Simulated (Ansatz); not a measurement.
## GdO under changes of volume

One of the cells (19.683 Å³/atom); the others are scaled copies at fixed shape and fractional positions:

```
Gd O
1.0
     0.00000    2.70000    2.70000
     2.70000    0.00000    2.70000
     2.70000    2.70000    0.00000
Gd O
1 1
Direct
  0.00000 0.00000 0.00000
  0.75000 0.75000 0.75000
```

| Quantity | Value |
| --- | --- |
| Program | Ansatz 0.2.0 |
| Functional | PBEsol |
| Potentials or basis | Ansatz PAW |
| Cutoff | 420 eV (not typed: the program's choice for these potentials) |
| k mesh | 9 × 9 × 9 |
| Occupations | fermi-dirac, width 0.05 eV |
| Spin | collinear spin, ferromagnetic start |
| Starting moments | [7.0, 0.0] μB |

```tsv
volume (Å³/atom)	energy over the lowest point (meV/atom)	pressure (GPa)	moment (μB per cell)
18.502	0.57	1.4	7.50
18.896	0.00	-0.8	7.50
19.289	4.49	-2.8	7.51
19.683	?	?	?
20.077	26.87	-6.1	7.50
20.470	43.92	-7.5	7.50
20.864	64.21	-8.8	7.49
```

Problem. What does the run at 19.683 Å³/atom give?

Solution. Energy over the lowest point 13.62 meV/atom; pressure -4.5 GPa; moment 7.51 μB per cell.

Worked out: A Birch-Murnaghan fit of order 3 (a polynomial in V^(-2/3)) to the other rows has its minimum at 18.74 Å³/atom with B0 = V·E''(V) = 103 GPa and B' = 4.1. It gives 13.63 meV/atom at 19.683 Å³/atom, against the run's 13.62, and -dE/dV = -4.6 GPa, against -4.5. A parabola through the other rows of the moment, of slope -0.00363 μB per Å³/atom there, gives 7.51 μB, against the run's 7.51.

Energies are extrapolated to zero smearing.

Caveats: a cell with one magnetic atom can't hold antiferromagnetic order, which such compounds often take; without U or exact exchange the open f shell lies at the Fermi level, which spoils levels, moments and volumes; the PAW data sets come from PBE, with cores solved anew for the run's functional, which leaves a small shift of forces and pressure.
